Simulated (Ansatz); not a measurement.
# BClGeH4: basis-set convergence

One table from this session's results is given with a row withheld; the runs are named, their logs left out.

Method: one geometry, several basis sets; program: Ansatz 0.2.0, Gaussian basis.

Levels to be run: PBE0-D4/def2-SVP; ωB97M-V/def2-SVP; PBE0-D4/def2-QZVPP; ωB97M-V/def2-QZVPP; the functionals' def2-TZVPP values are taken from earlier runs.

**The relaxed structure**

All runs share one geometry, relaxed beforehand with PBE0-D4 in a triple-zeta def2 set.

7 atoms, charge 0, spin multiplicity 1.

Atoms are counted from 1 here; the program's logs count them from 0.

Bond lengths: Cl1–B2 1.738 Å, B2–Ge3 2.066 Å, B2–H4 1.193 Å, Ge3–H5 1.539 Å, Ge3–H6 1.539 Å, Ge3–H7 1.537 Å. Angles: Cl1–B2–Ge3 119.4°, Cl1–B2–H4 116.1°, Ge3–B2–H4 124.5°, B2–Ge3–H5 109.7°, B2–Ge3–H6 109.9°, B2–Ge3–H7 112.6°, H5–Ge3–H6 107.5°, H5–Ge3–H7 108.4°, H6–Ge3–H7 108.5°.

As a file:

```xyz
7
BClGeH4
Cl   -1.97600   -1.52388    0.06678
B    -0.28089   -1.15790    0.18049
Ge    0.35958    0.78324   -0.11754
H     0.43938   -2.07538    0.43003
H    -0.02797    1.24698   -1.53326
H    -0.33376    1.72396    0.88404
H     1.88097    0.93498    0.04385
```

The first run:

in.yaml reads:

```yaml
crystal:
  periodic: [false, false, false]
  atoms:
    - {symbol: Cl, position_ang: [-1.975996, -1.523879, 0.066785]}
    - {symbol: B, position_ang: [-0.280894, -1.157897, 0.180494]}
    - {symbol: Ge, position_ang: [0.359580, 0.783236, -0.117538]}
    - {symbol: H, position_ang: [0.439379, -2.075382, 0.430030]}
    - {symbol: H, position_ang: [-0.027975, 1.246978, -1.533255]}
    - {symbol: H, position_ang: [-0.333760, 1.723964, 0.884039]}
    - {symbol: H, position_ang: [1.880967, 0.934979, 0.043845]}
basis:
  gaussian: {orbitals: def2-SVP}
hamiltonian: {xc: pbe0, dispersion: d4}
output: {orbitals: {seedname: orbitals}}
```

Steps of the session up to this table: PBE0-D4 in def2-SVP; ωB97M-V in def2-SVP; PBE0-D4 in def2-QZVPP; ωB97M-V in def2-QZVPP.

One of the session's tables, all rows but one given; the rest of the session is left out.

It belongs to the step «Density functionals: the series». 

```
functional       basis  HOMO (eV)  LUMO (eV)
   PBE0-D4    def2-SVP      -7.87      -2.14
   PBE0-D4  def2-TZVPP      -7.95      -2.25
   PBE0-D4  def2-QZVPP      -7.96      -2.28
   ωB97M-V    def2-SVP      -9.97      -0.03
   ωB97M-V  def2-TZVPP          ?          ?
   ωB97M-V  def2-QZVPP     -10.11      -0.29
```

**Question.** Estimate the row for ωB97M-V, def2-TZVPP.

The run gave: HOMO (eV): -10.09; LUMO (eV): -0.24. In the column «HOMO (eV)» it lies between ωB97M-V, def2-QZVPP (-10.11) and ωB97M-V, def2-SVP (-9.97).
